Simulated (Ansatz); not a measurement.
# Ba2MgB6O12: the cost of one run

Computed with Ansatz 0.2.0 (DFT, PBE, plane-wave PAW, default files, scalar-relativistic, as far as a step names no other, unless a step's input says otherwise).

### Step 1. The starting structure

The structure is trigonal, space group R-3 (No. 148). The conventional cell has a = 7.149 Å, b = 7.149 Å, c = 17.063 Å, α = 90.00°, β = 90.00°, γ = 120.00°. Around Ba (site symmetry 3) lie 9 O at 2.78 to 2.94 Å. Around Mg (site symmetry -3) lie 6 O at 2.15 Å. B (site symmetry 1) has 3 O at 1.33 to 1.42 Å as nearest neighbours. Around O (site symmetry 1) lie 1 B at 1.33 Å. O (site symmetry 1) has 2 B at 1.41 to 1.42 Å as nearest neighbours.

Coordinates:

```cif
data_structure
_symmetry_space_group_name_H-M 'P 1'
_symmetry_Int_Tables_number 1
_cell_length_a 7.0275
_cell_length_b 7.0275
_cell_length_c 7.0275
_cell_angle_alpha 61.151
_cell_angle_beta 61.151
_cell_angle_gamma 61.151
_cell_volume 251.77
loop_
_atom_site_label
_atom_site_type_symbol
_atom_site_fract_x
_atom_site_fract_y
_atom_site_fract_z
_atom_site_occupancy
Ba1 Ba 0.79096 0.79096 0.79096 1
Ba2 Ba 0.20904 0.20904 0.20904 1
Mg1 Mg 0.00000 0.00000 0.00000 1
B1 B 0.63542 0.35499 0.24420 1
B2 B 0.35499 0.24420 0.63542 1
B3 B 0.24420 0.63542 0.35499 1
B4 B 0.36458 0.64501 0.75580 1
B5 B 0.64501 0.75580 0.36458 1
B6 B 0.75580 0.36458 0.64501 1
O1 O 0.08616 0.84082 0.31044 1
O2 O 0.84082 0.31044 0.08616 1
O3 O 0.31044 0.08616 0.84082 1
O4 O 0.91384 0.15918 0.68956 1
O5 O 0.15918 0.68956 0.91384 1
O6 O 0.68956 0.91384 0.15918 1
O7 O 0.46552 0.57286 0.19650 1
O8 O 0.57286 0.19650 0.46552 1
O9 O 0.19650 0.46552 0.57286 1
O10 O 0.53448 0.42714 0.80350 1
O11 O 0.42714 0.80350 0.53448 1
O12 O 0.80350 0.53448 0.42714 1
```

### Step 2. Gradients at the starting positions

input.yaml reads:

```yaml
crystal:
  lattice:
    - [3.5747209471, 2.0638661011, 5.6875153717]
    - [-3.5747209471, 2.0638661011, 5.6875153717]
    - [0.0, -4.1277322022, 5.6875153717]
  atoms:
    - { symbol: Ba, position: [0.790957, 0.790957, 0.790957] }
    - { symbol: Ba, position: [0.209043, 0.209043, 0.209043] }
    - { symbol: Mg, position: [0.0, 0.0, 0.0] }
    - { symbol: B, position: [0.635424, 0.354991, 0.244198] }
    - { symbol: B, position: [0.354991, 0.244198, 0.635424] }
    - { symbol: B, position: [0.244198, 0.635424, 0.354991] }
    - { symbol: B, position: [0.364576, 0.645009, 0.755802] }
    - { symbol: B, position: [0.645009, 0.755802, 0.364576] }
    - { symbol: B, position: [0.755802, 0.364576, 0.645009] }
    - { symbol: O, position: [0.086159, 0.840818, 0.310436] }
    - { symbol: O, position: [0.840818, 0.310436, 0.086159] }
    - { symbol: O, position: [0.310436, 0.086159, 0.840818] }
    - { symbol: O, position: [0.913841, 0.159182, 0.689564] }
    - { symbol: O, position: [0.159182, 0.689564, 0.913841] }
    - { symbol: O, position: [0.689564, 0.913841, 0.159182] }
    - { symbol: O, position: [0.465523, 0.572864, 0.1965] }
    - { symbol: O, position: [0.572864, 0.1965, 0.465523] }
    - { symbol: O, position: [0.1965, 0.465523, 0.572864] }
    - { symbol: O, position: [0.534477, 0.427136, 0.8035] }
    - { symbol: O, position: [0.427136, 0.8035, 0.534477] }
    - { symbol: O, position: [0.8035, 0.534477, 0.427136] }
kpoints:
  mp_grid: { grid: [4, 4, 4] }
scf:
  occupations: { method: fermi_dirac, width: 0.02 }
hamiltonian:
  xc: pbe
  pseudopotentials: { kind: paw }
output:
  forces: true
  stress: true
  populations: true
  efg:
    quadrupole_moments_barn: { Ba: 0.236, Mg: 0.1994, B: 0.04059, O: -0.02558 }
    contact_densities: true
```

Launch:

```sh
$ ansatz run input.yaml --threads 1 --pin off --max-ram 2560MiB --backend cpu --events-out ev --progress --plain --runs-dir out
```

What time and memory should one allow on 1 thread of Arm Neoverse V1, shared host?

About 35 s, with a peak of 0.67 GiB.
